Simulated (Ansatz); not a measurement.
# CH7Al2NO: the cost of one run

Program: the Python package of Ansatz 0.2.0. The levels of theory stand in the script. These are calculated values, not measurements.

## Step 1: The system

Bond lengths: N1–C2 1.402 Å, C2–Al3 1.980 Å, C2–Al4 1.999 Å, Al4–O5 1.817 Å, N1–H6 1.034 Å, N1–H7 1.088 Å, C2–H8 1.083 Å, Al3–H9 1.660 Å, Al3–H10 1.597 Å, Al4–H11 1.611 Å, O5–H12 0.977 Å. Angles (14 of 16 angles, heavy atoms first): N1–C2–Al3 111.1°, N1–C2–Al4 112.9°, Al3–C2–Al4 106.7°, C2–Al4–O5 121.5°, N1–C2–H8 110.4°, Al3–C2–H8 106.9°, Al4–C2–H8 108.6°, C2–N1–H6 114.0°, C2–N1–H7 110.3°, C2–Al3–H9 120.6°, C2–Al3–H10 122.0°, C2–Al4–H11 117.9°, O5–Al4–H11 120.2°, Al4–O5–H12 106.5°.

The script holds or builds the structure itself.

## Step 2: Script

The input, methods.py:

```python
'''CH7Al2NO at several levels of theory.'''

from pathlib import Path

import ansatz as az
import numpy as np

GEOMETRY = '''
N    -1.25360    0.31110    0.98890
C    -0.27230   -0.55430    0.48630
Al    1.53520   -0.00070    1.07440
Al   -0.23500   -0.61370   -1.51170
O    -0.01800    0.89460   -2.50110
H    -1.30660    0.33260    2.02090
H    -1.02990    1.33800    0.70780
H    -0.42950   -1.55950    0.85810
H     1.90040    0.11210    2.68960
H     2.68110    0.39200    0.03380
H    -0.59250   -2.01010   -2.23050
H    -0.90220    1.30260   -2.58230
'''


def main() -> None:
    mol = az.Crystal.molecule()
    for line in GEOMETRY.strip().splitlines():
        symbol, *xyz = line.split()
        mol = mol.atom(symbol, [float(v) for v in xyz])

    model = mol.calculation().basis(gaussian='cc-pVDZ')

    print('functional    E (Ha)        dipole (D)   HOMO (eV)  LUMO (eV)')
    for name in ['revpbe', 'r2scan0', 'hse06', 'hf', 'blyp']:
        summary = model.functional(name).forces().orbitals().run(threads=1, pin='off', runs_dir='runs').report
        lines = Path(summary['orbitals_path']).read_text().splitlines()
        field_of = lambda key: [line.split('=')[1].strip() for line in lines if line.startswith(key)]
        orbitals = [(27.211386 * float(e), s, float(n)) for e, s, n in zip(field_of('Ene='), field_of('Spin='), field_of('Occup='))]
        homo = max(e for e, _, n in orbitals if n > 0.5)
        lumo = min(e for e, _, n in orbitals if n < 0.5)
        dipole = 4.803205 * np.linalg.norm(summary['charge_distribution']['dipole_moment_e_ang'])
        print(f'{name:10s} {summary["free_energy_ev"] / 27.211386246:14.6f} {dipole:9.3f} {homo:11.3f} {lumo:10.3f}')


if __name__ == '__main__':
    main()
```

## Step 3: The calls as engine input

The engine receives this input (first run):

```yaml
crystal:
  periodic: [false, false, false]
  atoms:
    - { symbol: "N", position_ang: [-1.2536, 0.3111, 0.9889] }
    - { symbol: C, position_ang: [-0.2723, -0.5543, 0.4863] }
    - { symbol: Al, position_ang: [1.5352, -0.0007, 1.0744] }
    - { symbol: Al, position_ang: [-0.235, -0.6137, -1.5117] }
    - { symbol: O, position_ang: [-0.018, 0.8946, -2.5011] }
    - { symbol: H, position_ang: [-1.3066, 0.3326, 2.0209] }
    - { symbol: H, position_ang: [-1.0299, 1.338, 0.7078] }
    - { symbol: H, position_ang: [-0.4295, -1.5595, 0.8581] }
    - { symbol: H, position_ang: [1.9004, 0.1121, 2.6896] }
    - { symbol: H, position_ang: [2.6811, 0.392, 0.0338] }
    - { symbol: H, position_ang: [-0.5925, -2.0101, -2.2305] }
    - { symbol: H, position_ang: [-0.9022, 1.3026, -2.5823] }
basis:
  gaussian:
    orbitals: cc-pVDZ
hamiltonian:
  xc: revpbe
output:
  orbitals: {}
  forces: true
```

## Step 4: The run

On the command line:

```
$ python methods.py
```

**Question.** How long does this script take on 1 thread of Arm Neoverse V1, shared host, and how much memory does it need?

About 35 s, with a peak of 0.33 GiB.
